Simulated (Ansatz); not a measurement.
# AlClFH3O4Si: basis-set convergence

The task here is to estimate one member of a computed series from the others.

Program: Ansatz 0.2.0, Gaussian basis. Level of theory: one geometry, several basis sets. These are calculated values, not measurements.

The runs, in order: PBE0-D4/def2-SVP; ωB97M-V/def2-SVP; PBE0-D4/def2-QZVPP; ωB97M-V/def2-QZVPP; the functionals' def2-TZVPP values are taken from earlier runs.

## The relaxed structure

All runs share one geometry, relaxed beforehand with PBE0-D4 in a triple-zeta def2 set.

SMILES `O[Si](O)(O)[O][Al]([F])[Cl]`, 11 atoms, charge 0, spin multiplicity 1.

Atoms are counted from 1 here; the program's logs count them from 0.

Bond lengths: O1–Si2 1.628 Å, O1–H9 0.958 Å, Si2–O3 1.633 Å, Si2–O4 1.630 Å, Si2–O5 1.617 Å, O3–H10 0.958 Å, O4–H11 0.958 Å, O5–Al6 1.666 Å, Al6–F7 1.636 Å, Al6–Cl8 2.068 Å. Angles: Si2–O1–H9 116.6°, O1–Si2–O3 105.8°, O1–Si2–O4 108.5°, O1–Si2–O5 114.0°, O3–Si2–O4 114.5°, O3–Si2–O5 109.7°, O4–Si2–O5 104.6°, Si2–O3–H10 117.6°, Si2–O4–H11 117.1°, Si2–O5–Al6 151.7°, O5–Al6–F7 118.6°, O5–Al6–Cl8 122.8°, F7–Al6–Cl8 118.5°.

Set-up of the first run:

in.yaml

```yaml
crystal:
  periodic: [false, false, false]
  atoms:
    - {symbol: O, position_ang: [-0.806670, 1.350403, -1.281311]}
    - {symbol: Si, position_ang: [0.323752, 0.368577, -0.642195]}
    - {symbol: O, position_ang: [1.718439, 1.217741, -0.671194]}
    - {symbol: O, position_ang: [0.355653, -1.014755, -1.503997]}
    - {symbol: O, position_ang: [0.004731, -0.101791, 0.872070]}
    - {symbol: Al, position_ang: [-0.822212, -1.038355, 1.974586]}
    - {symbol: F, position_ang: [-0.048705, -1.515716, 3.334390]}
    - {symbol: Cl, position_ang: [-2.805107, -1.572483, 1.728600]}
    - {symbol: H, position_ang: [-0.658174, 2.292319, -1.188274]}
    - {symbol: H, position_ang: [2.447776, 0.890750, -0.143355]}
    - {symbol: H, position_ang: [0.355916, -0.933788, -2.458523]}
basis:
  gaussian: {orbitals: def2-SVP}
hamiltonian: {xc: pbe0, dispersion: d4}
output: {orbitals: {seedname: orbitals}}
```

The run is started by

```
$ ansatz run in.yaml --threads 2 --pin off --events-out ev --progress --plain --max-ram 32768MiB --backend cpu
```

Steps of the session up to this table: PBE0-D4 in def2-SVP; ωB97M-V in def2-SVP; PBE0-D4 in def2-QZVPP; ωB97M-V in def2-QZVPP.

One of the session's tables, all rows but one given; the rest of the session is left out.

It belongs to the step «Functionals by basis». 

```
functional       basis  HOMO (eV)
   PBE0-D4    def2-SVP      -8.88
   PBE0-D4  def2-TZVPP          ?
   PBE0-D4  def2-QZVPP      -9.22
   ωB97M-V    def2-SVP     -11.29
   ωB97M-V  def2-TZVPP     -11.59
   ωB97M-V  def2-QZVPP     -11.66
```

Q: Estimate the row for PBE0-D4, def2-TZVPP from the others.

**Answer.** HOMO (eV): -9.15. In the column «HOMO (eV)» it lies between PBE0-D4, def2-QZVPP (-9.22) and PBE0-D4, def2-SVP (-8.88).
